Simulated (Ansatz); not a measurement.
## Molecular dynamics of K3LuSi2O7

The input (input.yaml):

```yaml
accuracy: low
crystal:
  lattice:
    - [5.822807, 0.0, 0.0]
    - [-2.911404, 5.042699, 0.0]
    - [0.0, 0.0, 14.204872]
  atoms:
    - { symbol: K, position: [0.3333333, 0.6666667, 0.408378] }
    - { symbol: K, position: [0.6666667, 0.3333333, 0.591622] }
    - { symbol: K, position: [0.3333333, 0.6666667, 0.091622] }
    - { symbol: K, position: [0.6666667, 0.3333333, 0.908378] }
    - { symbol: K, position: [0.0, 0.0, 0.25] }
    - { symbol: K, position: [0.0, 0.0, 0.75] }
    - { symbol: Lu, position: [0.0, 0.0, 0.5] }
    - { symbol: Lu, position: [0.0, 0.0, 0.0] }
    - { symbol: Si, position: [0.3333333, 0.6666667, 0.868747] }
    - { symbol: Si, position: [0.3333333, 0.6666667, 0.631253] }
    - { symbol: Si, position: [0.6666667, 0.3333333, 0.368747] }
    - { symbol: Si, position: [0.6666667, 0.3333333, 0.131253] }
    - { symbol: O, position: [0.354919, 0.1774595, 0.094768] }
    - { symbol: O, position: [0.1774595, 0.354919, 0.594768] }
    - { symbol: O, position: [0.8225405, 0.1774595, 0.405232] }
    - { symbol: O, position: [0.645081, 0.8225405, 0.594768] }
    - { symbol: O, position: [0.8225405, 0.645081, 0.405232] }
    - { symbol: O, position: [0.645081, 0.8225405, 0.905232] }
    - { symbol: O, position: [0.1774595, 0.354919, 0.905232] }
    - { symbol: O, position: [0.8225405, 0.645081, 0.094768] }
    - { symbol: O, position: [0.8225405, 0.1774595, 0.094768] }
    - { symbol: O, position: [0.1774595, 0.8225405, 0.594768] }
    - { symbol: O, position: [0.3333333, 0.6666667, 0.75] }
    - { symbol: O, position: [0.354919, 0.1774595, 0.405232] }
    - { symbol: O, position: [0.1774595, 0.8225405, 0.905232] }
    - { symbol: O, position: [0.6666667, 0.3333333, 0.25] }
basis:
  ecutwfc: 420.0
kpoints:
  mp_grid: { grid: [2, 2, 1] }
hamiltonian:
  xc: pbesol
scf:
  occupations: { method: fermi_dirac, width: 0.05 }
  lower_state_search: "off"
md:
  timestep: 1.5
  n_steps: 70
  ensemble: nvt_nose_hoover
  temperature: 1500.0
  initial_velocities: maxwell_boltzmann
  seed: 789489
  nose_hoover: { tau: 100.0, chain_length: 5 }
```

Command:

```bash
$ ansatz run input.yaml --threads 2 --pin off --max-ram 5120MiB --backend cpu --events-out ev --progress --plain --runs-dir out
```

It starts from an unrelaxed structure (largest force component 0.49 eV/Å).

Output, in part (one step line in 2):

```
md step     0: t =     0.00 fs  T =  1500.0 K  F+E_penalty+E_count = -48692.19038923 eV  E_kin = 4.847250 eV  conserved = -48687.34313927 eV  (10 SCF iters)
md step     2: t =     3.00 fs  T =  1397.7 K  F+E_penalty+E_count = -48691.85445465 eV  E_kin = 4.516524 eV  conserved = -48687.33798694 eV  (10 SCF iters)
md step     4: t =     6.00 fs  T =  1169.4 K  F+E_penalty+E_count = -48691.10861685 eV  E_kin = 3.779038 eV  conserved = -48687.33023868 eV  (10 SCF iters)
md step     6: t =     9.00 fs  T =   957.1 K  F+E_penalty+E_count = -48690.41517192 eV  E_kin = 3.092830 eV  conserved = -48687.32482997 eV  (4 SCF iters)
md step     8: t =    12.00 fs  T =   858.7 K  F+E_penalty+E_count = -48690.09472577 eV  E_kin = 2.774959 eV  conserved = -48687.32568030 eV  (5 SCF iters)
md step    10: t =    15.00 fs  T =   863.7 K  F+E_penalty+E_count = -48690.10943268 eV  E_kin = 2.790911 eV  conserved = -48687.32983134 eV  (10 SCF iters)
md step    12: t =    18.00 fs  T =   897.8 K  F+E_penalty+E_count = -48690.21499396 eV  E_kin = 2.901247 eV  conserved = -48687.33280871 eV  (4 SCF iters)
md step    14: t =    21.00 fs  T =   903.8 K  F+E_penalty+E_count = -48690.22490804 eV  E_kin = 2.920696 eV  conserved = -48687.33338135 eV  (5 SCF iters)
md step    16: t =    24.00 fs  T =   872.7 K  F+E_penalty+E_count = -48690.11106166 eV  E_kin = 2.820157 eV  conserved = -48687.33215724 eV  (5 SCF iters)
md step    18: t =    27.00 fs  T =   830.8 K  F+E_penalty+E_count = -48689.96168922 eV  E_kin = 2.684764 eV  conserved = -48687.33189363 eV  (5 SCF iters)
md step    20: t =    30.00 fs  T =   799.7 K  F+E_penalty+E_count = -48689.84453967 eV  E_kin = 2.584138 eV  conserved = -48687.33069084 eV  (10 SCF iters)
md step    22: t =    33.00 fs  T =   817.5 K  F+E_penalty+E_count = -48689.88214182 eV  E_kin = 2.641614 eV  conserved = -48687.32824089 eV  (4 SCF iters)
md step    24: t =    36.00 fs  T =   906.4 K  F+E_penalty+E_count = -48690.15584067 eV  E_kin = 2.929092 eV  conserved = -48687.33552192 eV  (5 SCF iters)
md step    26: t =    39.00 fs  T =   951.4 K  F+E_penalty+E_count = -48690.27931047 eV  E_kin = 3.074480 eV  conserved = -48687.33886094 eV  (6 SCF iters)
md step    28: t =    42.00 fs  T =   878.1 K  F+E_penalty+E_count = -48690.01123492 eV  E_kin = 2.837434 eV  conserved = -48687.33485540 eV  (5 SCF iters)
md step    30: t =    45.00 fs  T =   733.7 K  F+E_penalty+E_count = -48689.51523744 eV  E_kin = 2.371037 eV  conserved = -48687.33106192 eV  (10 SCF iters)
md step    32: t =    48.00 fs  T =   583.7 K  F+E_penalty+E_count = -48689.00470478 eV  E_kin = 1.886257 eV  conserved = -48687.32836114 eV  (4 SCF iters)
md step    34: t =    51.00 fs  T =   475.9 K  F+E_penalty+E_count = -48688.63485944 eV  E_kin = 1.537916 eV  conserved = -48687.32725334 eV  (6 SCF iters)
md step    36: t =    54.00 fs  T =   430.8 K  F+E_penalty+E_count = -48688.47017005 eV  E_kin = 1.392134 eV  conserved = -48687.32760368 eV  (4 SCF iters)
md step    38: t =    57.00 fs  T =   442.6 K  F+E_penalty+E_count = -48688.48873649 eV  E_kin = 1.430328 eV  conserved = -48687.32836780 eV  (4 SCF iters)
md step    40: t =    60.00 fs  T =   495.2 K  F+E_penalty+E_count = -48688.63580397 eV  E_kin = 1.600347 eV  conserved = -48687.32922920 eV  (10 SCF iters)
md step    42: t =    63.00 fs  T =   568.4 K  F+E_penalty+E_count = -48688.84462250 eV  E_kin = 1.836892 eV  conserved = -48687.33047308 eV  (5 SCF iters)
md step    44: t =    66.00 fs  T =   635.9 K  F+E_penalty+E_count = -48689.02908247 eV  E_kin = 2.054817 eV  conserved = -48687.33169440 eV  (5 SCF iters)
md step    46: t =    69.00 fs  T =   672.7 K  F+E_penalty+E_count = -48689.10954845 eV  E_kin = 2.173859 eV  conserved = -48687.33242725 eV  (4 SCF iters)
md step    48: t =    72.00 fs  T =   665.9 K  F+E_penalty+E_count = -48689.04595961 eV  E_kin = 2.151806 eV  conserved = -48687.33235184 eV  (5 SCF iters)
md step    50: t =    75.00 fs  T =   627.3 K  F+E_penalty+E_count = -48688.87697324 eV  E_kin = 2.026966 eV  conserved = -48687.32904539 eV  (10 SCF iters)
md step    52: t =    78.00 fs  T =   621.7 K  F+E_penalty+E_count = -48688.81591356 eV  E_kin = 2.009054 eV  conserved = -48687.32566338 eV  (4 SCF iters)
md step    54: t =    81.00 fs  T =   698.7 K  F+E_penalty+E_count = -48689.02726416 eV  E_kin = 2.257959 eV  conserved = -48687.33057586 eV  (5 SCF iters)
md step    56: t =    84.00 fs  T =   779.5 K  F+E_penalty+E_count = -48689.24507124 eV  E_kin = 2.518933 eV  conserved = -48687.33531955 eV  (5 SCF iters)
md step    58: t =    87.00 fs  T =   777.1 K  F+E_penalty+E_count = -48689.18435771 eV  E_kin = 2.511101 eV  conserved = -48687.33224484 eV  (5 SCF iters)
md step    60: t =    90.00 fs  T =   729.5 K  F+E_penalty+E_count = -48688.97781463 eV  E_kin = 2.357365 eV  conserved = -48687.32625738 eV  (9 SCF iters)
md step    62: t =    93.00 fs  T =   731.7 K  F+E_penalty+E_count = -48688.93959404 eV  E_kin = 2.364436 eV  conserved = -48687.32492631 eV  (5 SCF iters)
md step    64: t =    96.00 fs  T =   808.0 K  F+E_penalty+E_count = -48689.14460134 eV  E_kin = 2.611107 eV  conserved = -48687.32826690 eV  (5 SCF iters)
md step    66: t =    99.00 fs  T =   903.8 K  F+E_penalty+E_count = -48689.40781077 eV  E_kin = 2.920472 eV  conserved = -48687.33042617 eV  (5 SCF iters)
md step    68: t =   102.00 fs  T =   976.0 K  F+E_penalty+E_count = -48689.59001578 eV  E_kin = 3.153971 eV  conserved = -48687.32968922 eV  (5 SCF iters)
md step    70: t =   105.00 fs  T =  1031.3 K  F+E_penalty+E_count = -48689.71609280 eV  E_kin = 3.332676 eV  conserved = -48687.32802918 eV  (10 SCF iters)
```

All steps were run. The conserved energy stayed within 0.72 meV per atom of its start (net change 0.58 meV per atom), so the integration is sound. The mean temperature of the second half is 54 % below the set value. A run of 0.1 ps of so small a system gives no equilibrium averages. Limits of this set-up: coarse k mesh, low accuracy level.

Mean squared displacements from the first frame to the last, about the centre of mass: K 0.18 Å², Lu 0.04 Å², Si 0.04 Å², O 0.10 Å².

Last frame:

```xyz
26
Lattice="5.8228 0.0000 0.0000 -2.9114 5.0427 0.0000 0.0000 0.0000 14.2049" Properties=species:S:1:pos:R:3
K -0.126 3.559 5.567
K 2.975 1.758 8.098
K 0.252 2.998 1.057
K 2.889 1.714 12.834
K 0.059 0.572 3.664
K -0.455 0.189 10.851
Lu 0.056 0.064 7.151
Lu -0.003 -0.221 0.151
Si -0.109 3.487 12.252
Si 0.074 3.452 8.887
Si 2.903 1.832 5.170
Si 2.933 1.420 1.923
O 1.607 0.642 1.337
O -0.106 1.939 8.422
O 4.361 1.022 5.460
O 1.355 4.238 8.375
O 3.021 3.436 5.538
O 1.146 4.036 12.992
O -0.093 1.772 13.016
O 2.974 2.871 1.130
O 4.313 0.413 1.609
O -1.125 4.401 8.363
O 0.177 3.301 10.661
O 1.631 1.094 5.931
O -1.575 4.181 12.581
O 2.712 1.766 3.475
```

The run took 8.4 min on 2 threads of Intel(R) Xeon(R) Platinum 8175M CPU @ 2.50GHz (Skylake/Cascade Lake) (shared host), peak memory 1.2 GiB.
